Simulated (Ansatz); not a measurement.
Predict the output of the script below (the Python package of Ansatz (0.2.0)).

Script `run_torsion.py`:
```python
"""Rigid torsion scan of C2H8Ga(-)."""

import ansatz as az
from ase import Atoms

BASIS = "def2-SVP"
FUNCTIONAL = "r2scan"
CHARGE = -1
FORCE_TOL = 0.02


def main() -> None:
    atoms = Atoms(["C", "C", "Ga", "H", "H", "H", "H", "H", "H", "H", "H"], positions=[
        (-1.2224, 0.7547, 0.0638),
        (-0.451, -0.5274, 0.3375),
        (1.4496, -0.3655, -0.2819),
        (-2.2697, 0.6412, 0.4146),
        (-0.7548, 1.6054, 0.6034),
        (-1.2316, 0.9706, -1.0256),
        (-0.4541, -0.7409, 1.4271),
        (-0.9298, -1.3741, -0.1978),
        (1.4705, -0.073, -1.8651),
        (2.1626, 0.8486, 0.4991),
        (2.2308, -1.7395, 0.0249),
    ])

    # start the scan from a relaxed geometry
    first = (
        az.Crystal.molecule_from_ase(atoms).calculation()
        .basis(gaussian=BASIS)
        .functional(FUNCTIONAL)
        .charge(CHARGE)
        .relax(force_tolerance=FORCE_TOL, max_steps=80)
    )
    atoms.positions = first.run(threads=1).report["positions_ang"]

    start = atoms.get_dihedral(2, 1, 0, 3)
    energies = {}
    for turn in range(0, 121, 15):
        turned = atoms.copy()
        turned.set_dihedral(2, 1, 0, 3, start + turn, indices=[0, 3, 4, 5])
        setup = (
            az.Crystal.molecule_from_ase(turned).calculation()
            .basis(gaussian=BASIS)
            .functional(FUNCTIONAL)
            .charge(CHARGE)
        )
        energies[round((start + turn) % 360)] = setup.run(threads=1).report["free_energy_ev"]
    floor = min(energies.values())
    print("dihedral Ga2-C1-C0-H3 (deg)   E - E(min) (kcal/mol)")
    for angle, e in sorted(energies.items()):
        print(f"{angle:8d} {23.060548 * (e - floor):14.3f}  " + "#" * int(30 * (e - floor) / max(max(energies.values()) - floor, 1e-9)))


if __name__ == "__main__":
    main()
```

`python run_torsion.py` gives:
```text
dihedral Ga2-C1-C0-H3 (deg)   E - E(min) (kcal/mol)
     180          0.000
     195          0.474  ####
     210          1.642  ##############
     225          2.860  ########################
     240          3.433  ##############################
     255          3.047  ##########################
     270          1.977  #################
     285          0.892  #######
     300          0.428  ###
```

Notes:
- The scan is rigid and the energies are electronic, in a modest basis. With rigid groups the curve can differ much from the relaxed path, the start wasn't checked as a minimum of this torsion, and equivalent turns needn't return to the same energy.
- Anions want diffuse functions, which this basis lacks.
- The whole script took 81 s on 1 thread of Arm Neoverse V2, on a shared host, peak memory 0.23 GiB.
